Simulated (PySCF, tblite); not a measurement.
# BGe₂H₈Si radical: geometry, infrared bands and EPR parameters

Wanted: the infrared bands and EPR parameters of BGe₂H₈Si radical (`[BH2][Ge@H]([SiH2])[GeH3]`), by calculation.

Computed with tblite 0.8.0 and PySCF 2.14.0, with density-fitted response routines of our own, on a single molecule in the gas phase. Atoms are numbered from 0 throughout.

## (1) The molecule as given

12 atoms, charge 0, multiplicity 2; geometry from: force field or distance geometry start.

Bonds of the start (Å): B0–Ge1 2.01, Ge1–Si2 2.32, Ge1–Ge3 2.39, B0–H4 1.17, B0–H5 1.18, Ge1–H6 1.56, Si2–H7 1.47, Si2–H8 1.47, Ge3–H9 1.55, Ge3–H10 1.56, Ge3–H11 1.54.

## (2) Optimising the geometry with GFN2-xTB

The job: settings as JSON, then the geometry in Å.

```
{"job": {"kind": "relax", "xc": "GFN2-xTB", "basis": "xTB"}, "charge": 0, "multiplicity": 2}
B      0.291300     1.953200    -0.184300
Ge     0.246500     0.136900     0.667600
Si     2.004800    -1.137900    -0.155700
Ge    -1.823200    -0.937900     0.157900
H      0.180700     2.053400    -1.348400
H      0.397100     2.921500     0.482300
H      0.400700     0.281000     2.209400
H      3.275100    -0.452300     0.131100
H      1.838500    -1.282500    -1.612100
H     -2.998600    -0.094400     0.720900
H     -1.849000    -2.352200     0.818700
H     -1.962600    -1.089600    -1.369300
```

The run is started by

```
OMP_NUM_THREADS=1 python probes_run.py task.json out
```

This one command runs all jobs of the session in turn.

**Question.** This job is followed by: GFN2-xTB harmonic vibrations, gas phase; UKS B3LYP, def2-TZVP-core on Ge, pcH-1 on B H Si, non-relativistic, mean-field spin-orbit, GIAO. What will the session give for the following? strongest single infrared mode (GFN2-xTB); zero-point energy (GFN2-xTB); g(iso) (B3LYP); ⟨S²⟩; largest a(iso) (averaged by class); surface potential, 1st and 99th percentile.

As calculated:

```
                                 quantity                    value
strongest single infrared mode (GFN2-xTB)     809 cm⁻¹, 704 km/mol
             zero-point energy (GFN2-xTB)            39.5 kcal/mol
                           g(iso) (B3LYP)                  2.00368
                                     ⟨S²⟩       0.756 (exact 0.75)
       largest a(iso) (averaged by class)  29Si on Si2, -430.3 MHz
    surface potential, 1st and 99th percentile       -0.07 V and 1.25 V
```

Over 65 steps the energy fell by 0.244 eV; of the close pairs, Ge3–H10 changed most, 1.561 to 1.505 Å. All 30 modes are real, so the xTB geometry is a minimum. The strongest single mode, at 809 cm⁻¹, is carried by H8, H7, H11, H9. Unscaled tight-binding wavenumbers are off by several per cent, some by more. Its intensities can rank the bands wrongly. Most of the unpaired spin sits on Si2 (0.89 e). The isotropic g lies 1.4 ppt above the free-electron value. The hyperfine terms hold no scalar relativity, which the heavier nuclei need.
